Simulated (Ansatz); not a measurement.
# Cl4Ge: molecular dynamics

Aim: follow the molecule's vibrations and see whether its bonds hold. The start is relaxed first. Runs: 500 steps of 1 fs under a Nosé-Hoover thermostat at 700 K. SMILES of the start: [Cl][Ge]([Cl])([Cl])[Cl].

All numbers below are computed with Ansatz 0.2.0 (RHF/def2-SVP).

### Step 1. The structure to begin with

Bond lengths: Ge1–Cl2 2.220 Å, Ge1–Cl3 2.220 Å, Ge1–Cl4 2.218 Å, Ge1–Cl5 2.218 Å. Angles: Cl2–Ge1–Cl3 109.5°, Cl2–Ge1–Cl4 109.5°, Cl2–Ge1–Cl5 109.5°, Cl3–Ge1–Cl4 109.5°, Cl3–Ge1–Cl5 109.5°, Cl4–Ge1–Cl5 109.5°.

Structure file:

```xyz
5

Ge    0.0000    0.0000    0.0000
Cl    0.0000    0.0000    2.2200
Cl    2.0935    0.0000   -0.7393
Cl   -1.0456    1.8115   -0.7393
Cl   -1.0456   -1.8115   -0.7393
```

### Step 2. Preparing the start

The input, input.yaml:

```yaml
crystal:
  periodic: [false, false, false]
  atoms:
    - { symbol: Ge, position_ang: [0.0, 0.0, 0.0] }
    - { symbol: Cl, position_ang: [0.0, 0.0, 2.22] }
    - { symbol: Cl, position_ang: [2.0935, 0.0, -0.7393] }
    - { symbol: Cl, position_ang: [-1.0456, 1.8115, -0.7393] }
    - { symbol: Cl, position_ang: [-1.0456, -1.8115, -0.7393] }
basis:
  gaussian: { orbitals: def2-SVP }
hamiltonian:
  xc: hf
relax:
  f_tol: 0.02
  max_steps: 40
```

Run with:

```
ansatz run input.yaml --threads 2 --pin off --max-ram 3072MiB --backend cpu --events-out ev --progress --plain --runs-dir out
```

Output, shortened:

```text
Warning: RAYON_NUM_THREADS=2 ignored (pool sized by the plan → 2); use --threads N
[...]
Functional definition: HF
[...]
1004 factors; integrals over basis functions are off by at most 3.8e-4 eV
[...]
mean field -106469.66474872 eV, -3912.6880117847 hartree, gradient 2.7e-5 eV, S^2 0.000000; 0 other end points of the search recorded, 0 dependent functions left out
[...]
reference -106469.66474872 eV, -3912.6880117847 hartree; 50, 50 occupied and 54, 54 virtual orbitals, 1004 factors
relax step   1: F+E_penalty+E_count = -106469.66474872 eV  Δ(F+E_penalty+E_count) = +0.000e0 eV  max|allowed force component| = 1.732e0 eV/Å  Δτ_max = 0.0000 Å  (34 SCF iters, accepted)
[...]
relax step   3: F+E_penalty+E_count = -106470.01950366 eV  Δ(F+E_penalty+E_count) = -1.816e-3 eV  max|allowed force component| = 2.173e-2 eV/Å  Δτ_max = 0.0076 Å  (33 SCF iters, accepted)
[...]
relax step   4: F+E_penalty+E_count = -106470.01954345 eV  Δ(F+E_penalty+E_count) = -3.980e-5 eV  max|allowed force component| = 2.863e-3 eV/Å  Δτ_max = 0.0011 Å  (26 SCF iters, accepted)
1004 factors; integrals over basis functions are off by at most 3.0e-4 eV
mean field -106470.01954345 eV, -3912.7010502506 hartree, gradient 8.8e-6 eV, S^2 0.000000; 1 other end points of the search recorded, 0 dependent functions left out
[...]
reference -106470.01954345 eV, -3912.7010502506 hartree; 50, 50 occupied and 54, 54 virtual orbitals, 1004 factors
Total energy: -106470.01954345 eV, -3912.7010502506 hartree
Atom 0 at     0.000502    -0.000000     0.000435 Å, force    -0.000147    -0.000000    -0.000087 eV/Å
Atom 1 at     0.000155    -0.000000     2.123849 Å, force     0.000183     0.000000     0.002863 eV/Å
Atom 2 at     2.002560     0.000000    -0.707153 Å, force     0.002554     0.000000    -0.000787 eV/Å
Atom 3 at    -1.000459     1.733708    -0.707515 Å, force    -0.001295     0.002658    -0.000994 eV/Å
Atom 4 at    -1.000459    -1.733708    -0.707515 Å, force    -0.001295    -0.002658    -0.000994 eV/Å
Dipole moment:     0.000064    -0.000000     0.000024 e Å
```

It took 8.5 s on 2 threads of Arm Neoverse V1, shared host; peak memory 0.24 GiB.

Step by step:

| step | energy from step 1 (eV) | largest force component (eV/Å) |
| --- | --- | --- |
| 1 | 0.0000 | 1.7317 |
| 2 | -0.3529 | 0.1447 |
| 3 | -0.3548 | 0.0217 |
| 4 | -0.3548 | 0.0029 |

Step 1 is the start.

After: Bond lengths: Ge1–Cl2 2.123 Å, Ge1–Cl3 2.123 Å, Ge1–Cl4 2.123 Å, Ge1–Cl5 2.123 Å. Angles: Cl2–Ge1–Cl3 109.5°, Cl2–Ge1–Cl4 109.5°, Cl2–Ge1–Cl5 109.5°, Cl3–Ge1–Cl4 109.5°, Cl3–Ge1–Cl5 109.5°, Cl4–Ge1–Cl5 109.5°.

### Step 3. The run

500 steps of 1 fs under a Nosé-Hoover thermostat at 700 K, from the relaxed start.

The input, input.yaml:

```yaml
crystal:
  periodic: [false, false, false]
  atoms:
    - { symbol: Ge, position_ang: [0.000502, 0.0, 0.000435] }
    - { symbol: Cl, position_ang: [0.000155, 0.0, 2.123849] }
    - { symbol: Cl, position_ang: [2.00256, 0.0, -0.707153] }
    - { symbol: Cl, position_ang: [-1.000459, 1.733708, -0.707515] }
    - { symbol: Cl, position_ang: [-1.000459, -1.733708, -0.707515] }
basis:
  gaussian: { orbitals: def2-SVP }
hamiltonian:
  xc: hf
md:
  timestep: 1.0
  n_steps: 500
  ensemble: nvt_nose_hoover
  temperature: 700.0
  initial_velocities: maxwell_boltzmann
  seed: 345337
```

Run with:

```
ansatz run input.yaml --threads 2 --pin off --max-ram 3072MiB --backend cpu --events-out ev --progress --plain --runs-dir out
```

Output, shortened:

```text
Warning: RAYON_NUM_THREADS=2 ignored (pool sized by the plan → 2); use --threads N
[...]
[... 1 set-up line as earlier in the session ...]
[...]
1009 factors; integrals over basis functions are off by at most 2.9e-4 eV
[...]
mean field -106470.01959675 eV, -3912.7010522094 hartree, gradient 2.0e-5 eV, S^2 0.000000; 0 other end points of the search recorded, 0 dependent functions left out
[...]
reference -106470.01959675 eV, -3912.7010522094 hartree; 50, 50 occupied and 54, 54 virtual orbitals, 1009 factors
md step     0: t =     0.00 fs  T =   700.0 K  F+E_penalty+E_count = -106470.01959675 eV  E_kin = 0.271446 eV  conserved = -106469.74815076 eV  (33 SCF iters)
[...]
md step    20: t =    20.00 fs  T =   298.5 K  F+E_penalty+E_count = -106469.86267564 eV  E_kin = 0.115760 eV  conserved = -106469.74792510 eV  (27 SCF iters)
[...]
md step    40: t =    40.00 fs  T =   292.2 K  F+E_penalty+E_count = -106469.85406970 eV  E_kin = 0.113297 eV  conserved = -106469.74805913 eV  (28 SCF iters)
[...]
md step    60: t =    60.00 fs  T =   158.3 K  F+E_penalty+E_count = -106469.79823219 eV  E_kin = 0.061399 eV  conserved = -106469.74796095 eV  (27 SCF iters)
[...]
md step    79: t =    79.00 fs  T =   453.5 K  F+E_penalty+E_count = -106469.88718142 eV  E_kin = 0.175866 eV  conserved = -106469.74801171 eV  (28 SCF iters)
md step    80: t =    80.00 fs  T =   439.3 K  F+E_penalty+E_count = -106469.87998526 eV  E_kin = 0.170370 eV  conserved = -106469.74799148 eV  (28 SCF iters)
```

### Step 4. The log goes on: dynamics from the start

Output, continued, shortened:

```text
md step    81: t =    81.00 fs  T =   424.9 K  F+E_penalty+E_count = -106469.87270032 eV  E_kin = 0.164750 eV  conserved = -106469.74797091 eV  (28 SCF iters)
[...]
md step   106: t =   106.00 fs  T =   849.3 K  F+E_penalty+E_count = -106469.97668367 eV  E_kin = 0.329327 eV  conserved = -106469.74813751 eV  (34 SCF iters)
[...]
md step   131: t =   131.00 fs  T =   445.8 K  F+E_penalty+E_count = -106469.75993269 eV  E_kin = 0.172868 eV  conserved = -106469.74790818 eV  (28 SCF iters)
[...]
md step   156: t =   156.00 fs  T =   298.5 K  F+E_penalty+E_count = -106469.64238469 eV  E_kin = 0.115769 eV  conserved = -106469.74769945 eV  (28 SCF iters)
[...]
md step   180: t =   180.00 fs  T =   991.3 K  F+E_penalty+E_count = -106469.85233334 eV  E_kin = 0.384401 eV  conserved = -106469.74805301 eV  (34 SCF iters)
md step   181: t =   181.00 fs  T =   949.9 K  F+E_penalty+E_count = -106469.83371743 eV  E_kin = 0.368355 eV  conserved = -106469.74801511 eV  (33 SCF iters)
```

### Step 5. More of the same log: dynamics from the start

The log, continued, shortened:

```text
md step   182: t =   182.00 fs  T =   902.3 K  F+E_penalty+E_count = -106469.81286917 eV  E_kin = 0.349894 eV  conserved = -106469.74797205 eV  (34 SCF iters)
[...]
md step   203: t =   203.00 fs  T =   821.2 K  F+E_penalty+E_count = -106469.75341220 eV  E_kin = 0.318462 eV  conserved = -106469.74799300 eV  (34 SCF iters)
[...]
md step   224: t =   224.00 fs  T =   294.0 K  F+E_penalty+E_count = -106469.52872165 eV  E_kin = 0.114005 eV  conserved = -106469.74766600 eV  (28 SCF iters)
[...]
md step   245: t =   245.00 fs  T =  1177.0 K  F+E_penalty+E_count = -106469.85468926 eV  E_kin = 0.456425 eV  conserved = -106469.74805576 eV  (33 SCF iters)
[...]
md step   499: t =   499.00 fs  T =   510.9 K  F+E_penalty+E_count = -106469.75572891 eV  E_kin = 0.198126 eV  conserved = -106469.74789403 eV  (34 SCF iters)
[...]
md step   500: t =   500.00 fs  T =   461.7 K  F+E_penalty+E_count = -106469.73792769 eV  E_kin = 0.179034 eV  conserved = -106469.74785406 eV  (34 SCF iters)
Total energy: -106469.73792769 eV, -3912.6907010623 hartree
Atom 0 at     0.049971    -0.023112     0.060865 Å, force     0.833461    -1.156080    -1.600273 eV/Å
Atom 1 at    -0.074640     0.003894     2.125439 Å, force     0.315385    -0.176163     1.106531 eV/Å
Atom 2 at     2.044058     0.117220    -0.828312 Å, force    -0.883402    -0.352883     0.747770 eV/Å
Atom 3 at    -0.983951     1.590807    -0.669844 Å, force    -0.840391     1.769098    -0.561033 eV/Å
Atom 4 at    -1.085022    -1.664570    -0.749426 Å, force     0.574946    -0.083973     0.307006 eV/Å
Dipole moment:     0.046143     0.009533     0.166693 e Å
```

It took 14 min on 2 threads of Arm Neoverse V1, shared host; peak memory 0.25 GiB.

### Step 6. What the atoms did

The trajectory, every 26 steps (energies from step 0):

| time (fs) | T (K) | potential energy change (meV/atom) | conserved energy change (meV/atom) |
| --- | --- | --- | --- |
| 0.0 | 700 | 0.0 | 0.00 |
| 26.0 | 346 | 27.9 | 0.03 |
| 52.0 | 23 | 54.5 | 0.05 |
| 78.0 | 467 | 25.1 | 0.02 |
| 104.0 | 833 | 8.3 | 0.00 |
| 130.0 | 414 | 54.0 | 0.05 |
| 156.0 | 299 | 75.4 | 0.09 |
| 182.0 | 902 | 41.3 | 0.04 |
| 208.0 | 909 | 47.8 | 0.01 |
| 234.0 | 585 | 76.6 | 0.07 |
| 260.0 | 895 | 56.6 | 0.10 |
| 286.0 | 919 | 52.4 | 0.05 |
| 312.0 | 569 | 77.9 | 0.04 |
| 338.0 | 504 | 83.1 | 0.10 |
| 364.0 | 975 | 46.0 | 0.09 |
| 390.0 | 1036 | 35.2 | 0.01 |
| 416.0 | 560 | 68.1 | 0.01 |
| 442.0 | 511 | 68.6 | 0.08 |
| 468.0 | 696 | 48.0 | 0.06 |
| 494.0 | 754 | 35.6 | 0.01 |
| 500.0 | 462 | 56.3 | 0.06 |

time (fs), T (K) and a bar:
```
      0.0        700 #############
     22.0        305 ###
     43.0        208 
     65.0        330 ###
     87.0        376 #####
    109.0        822 #################
    130.0        414 ######
    152.0        393 #####
    174.0       1046 #######################
    196.0        543 #########
    217.0        590 ##########
    239.0        925 ####################
    261.0        897 ###################
    283.0       1115 #########################
    304.0        301 ###
    326.0        420 ######
    348.0       1305 ##############################
    370.0        833 #################
    391.0        992 #####################
    413.0        392 #####
    435.0        369 ####
    457.0       1063 #######################
    478.0        579 ##########
    500.0        462 #######
```

Maxima of the velocity power spectrum (cm⁻¹, relative height; resolution about 130 cm⁻¹): 170 (100), 470 (78).

### Step 7. Frames from the trajectory

Positions (Å) and forces (eV/Å):

```xyz
5
time_fs=62.0 T=226 dE=0.1961
Ge   -0.036    0.015   -0.038   -0.590    0.536    1.013
Cl    0.051   -0.160    2.122   -0.224    0.480   -0.561
Cl    1.950    0.078   -0.655    0.925   -0.091   -0.488
Cl   -0.930    1.841   -0.811    0.107   -0.972    0.500
Cl   -0.994   -1.790   -0.576   -0.217    0.048   -0.464
5
time_fs=125.0 T=326 dE=0.2959
Ge    0.094   -0.068    0.014   -2.641    1.739    1.233
Cl   -0.064    0.062    2.204    0.385   -0.329   -1.300
Cl    1.985    0.044   -0.762    1.479   -0.117   -0.327
Cl   -1.051    1.671   -0.699    0.702   -0.556    0.353
Cl   -1.060   -1.638   -0.770    0.075   -0.737    0.041
5
time_fs=188.0 T=590 dE=0.3384
Ge    0.015   -0.018   -0.038   -2.155    1.659    1.851
Cl    0.067    0.125    2.160   -0.158   -0.365   -1.169
Cl    1.952   -0.142   -0.649    2.001    0.321   -0.746
Cl   -1.157    1.777   -0.581    0.905   -1.138    0.055
Cl   -0.889   -1.722   -0.852   -0.594   -0.476    0.009
5
time_fs=250.0 T=1152 dE=0.1790
Ge   -0.047    0.016   -0.048   -0.197    1.159    1.110
Cl    0.094   -0.105    2.095   -0.376    0.268   -0.212
Cl    1.954    0.004   -0.626    0.929    0.202   -0.643
Cl   -1.042    1.836   -0.700    0.362   -0.977    0.280
Cl   -0.907   -1.767   -0.670   -0.718   -0.651   -0.535
5
time_fs=312.0 T=569 dE=0.3897
Ge    0.068   -0.053    0.056    0.310    0.519   -1.199
Cl   -0.107   -0.154    2.152    0.472    0.146    0.268
Cl    2.039    0.301   -0.863   -0.873   -0.870    0.918
Cl   -0.922    1.623   -0.769   -0.411    0.600    0.184
Cl   -1.145   -1.661   -0.632    0.502   -0.396   -0.171
5
time_fs=375.0 T=904 dE=0.2490
Ge   -0.066    0.037    0.007    2.182   -1.636   -1.267
Cl    0.077   -0.040    2.083   -0.163    0.001    0.835
Cl    2.088    0.015   -0.696   -1.903    0.143    0.419
Cl   -1.062    1.740   -0.640   -0.384    0.601   -0.304
Cl   -0.965   -1.790   -0.758    0.269    0.892    0.317
5
time_fs=438.0 T=380 dE=0.3958
Ge   -0.079    0.056    0.004    2.468   -2.296   -1.511
Cl    0.098    0.078    2.057   -0.171   -0.177    1.486
Cl    2.059   -0.149   -0.663   -1.523    0.621    0.246
Cl   -1.126    1.731   -0.551   -0.621    1.112   -0.689
Cl   -0.867   -1.775   -0.849   -0.153    0.740    0.467
5
time_fs=500.0 T=462 dE=0.2817
Ge    0.050   -0.023    0.061    0.834   -1.156   -1.600
Cl   -0.075    0.004    2.125    0.315   -0.176    1.107
Cl    2.044    0.117   -0.828   -0.883   -0.353    0.748
Cl   -0.984    1.591   -0.670   -0.840    1.769   -0.561
Cl   -1.085   -1.665   -0.749    0.575   -0.084    0.307
```

### Step 8. Summary of results

```
                              quantity                           value
               relaxation of the start         3 moves, 0.355 eV lower
                                length               500 steps of 1 fs
      temperature, first and last step                   700 and 462 K
              temperature, second half  mean 757 K, from 152 to 1422 K
         potential energy, second half     +56 meV/atom from the start
largest change of the conserved energy                   0.11 meV/atom
                bonds formed or broken                               0
```

In words: Against a set 700 K the second half averages 757 K with a spread of 322 K. The conserved energy strays from its start by at most 0.11 meV/atom, 0.2 % of the mean kinetic energy, so a step of 1 fs is short enough over this time. The bonding pattern survives the run. 500 fs on 5 atoms is far too short and small for converged averages.
